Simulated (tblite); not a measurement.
# C7H10F: the cost of one run

Programs: tblite 0.8.0 and PySCF 2.14.0, with density-fitted response routines of our own. Each step states its level of theory. These are calculated values for one molecule in the gas phase, unless marked as measured. Atoms count from 0, in the outputs and in this text.

## 1. Starting geometry

18 atoms, charge 0, multiplicity 2; geometry from: force field or distance geometry start.

Bonds of the start (Å): C0–C1 1.47, C1–C2 1.49, C2–C3 1.52, C3–C4 1.49, C4–F5 1.37, C3–C6 1.49, C6–C7 1.50, C6–C1 1.50, C7–C1 1.52, C0–H8 1.12, C0–H9 1.10, C0–H10 1.12, C2–H11 1.12, C2–H12 1.09, C3–H13 1.13, C4–H14 1.11, C6–H15 1.12, C7–H16 1.10, C7–H17 1.12.

## 2. Geometry optimisation with GFN2-xTB

Job settings and geometry (Å):

```
{"job": {"kind": "relax", "xc": "GFN2-xTB", "basis": "xTB"}, "charge": 0, "multiplicity": 2}
C     -1.733700     0.971400    -0.079400
C     -0.771200    -0.138600    -0.132200
C      0.332000    -0.227100    -1.136900
C      1.308700    -0.347500     0.018300
C      2.176700     0.853500     0.117700
F      3.520200     0.606500     0.100700
C      0.175500    -0.447700     0.988200
C     -0.991900    -1.360000     0.739600
H     -2.156600     1.102000    -1.107700
H     -1.344000     1.956300     0.214700
H     -2.589900     0.661000     0.576200
H      0.295400    -1.230000    -1.643800
H      0.515400     0.637800    -1.769300
H      1.914000    -1.299500    -0.032400
H      1.861800     1.724600    -0.490400
H      0.177300     0.101200     1.959300
H     -0.862700    -2.301700     0.193900
H     -1.835800    -1.255700     1.472100
```

Command:

```bash
OMP_NUM_THREADS=1 python probes_run.py task.json out
```

One launch serves the whole session: the jobs run in the order shown.

Q: Estimate the wall time of this first job on 1 thread of AMD EPYC, shared host.

About 1.2 s.
